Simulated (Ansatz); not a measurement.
Runs of Ansatz 0.2.0 on MnCoGe. The structure is hexagonal, space group P6_3/mmc (No. 194). The conventional cell has a = 4.091 Å, b = 4.091 Å, c = 5.144 Å, α = 90.00°, β = 90.00°, γ = 120.00°. Around Ge (site symmetry -6m2) lie 5 Co at 2.36 to 2.57 Å and 6 Mn at 2.69 Å. Co (site symmetry -6m2) is surrounded by 5 Ge at 2.36 to 2.57 Å and 6 Mn at 2.69 Å. Mn (site symmetry -3m) is surrounded by 2 Mn at 2.57 Å and 6 Ge at 2.69 Å and 6 Co at 2.69 Å. The cell is a database's computed one.

| potentials or basis | cutoff (eV) | gap on the mesh (eV) | pressure (GPa) | moment (μB) |
| --- | --- | --- | --- | --- |
| PseudoDojo stringent (PBEsol files) | 1769 | none | -9.8 | 6.03 |
| Ansatz PAW earlier set | 900 | none | -9.6 | 6.11 |
| PseudoDojo standard (PBEsol files) | 1306 | none | (b) | (c) |
| JTH PAW | 1320 | none | (a) | 6.13 |

Alike in all rows: task single point; level PBEsol; spin collinear, ferromagnetic start; cell as given; k mesh 8 × 8 × 5; smearing fermi-dirac 0.05 eV.

Fill in the values left out.

(a) -8.9; (b) -8.8; (c) 6.28.

Caveats: the PAW data sets come from PBE, with cores solved anew for the run's functional, which leaves a small shift of forces and pressure (some runs).

A k mesh can miss the band edges, and the runs leave out spin-orbit coupling on Ge.

A gap of «none» marks a metal or a gap under the smearing width.

Not every run made on this cell is shown here.
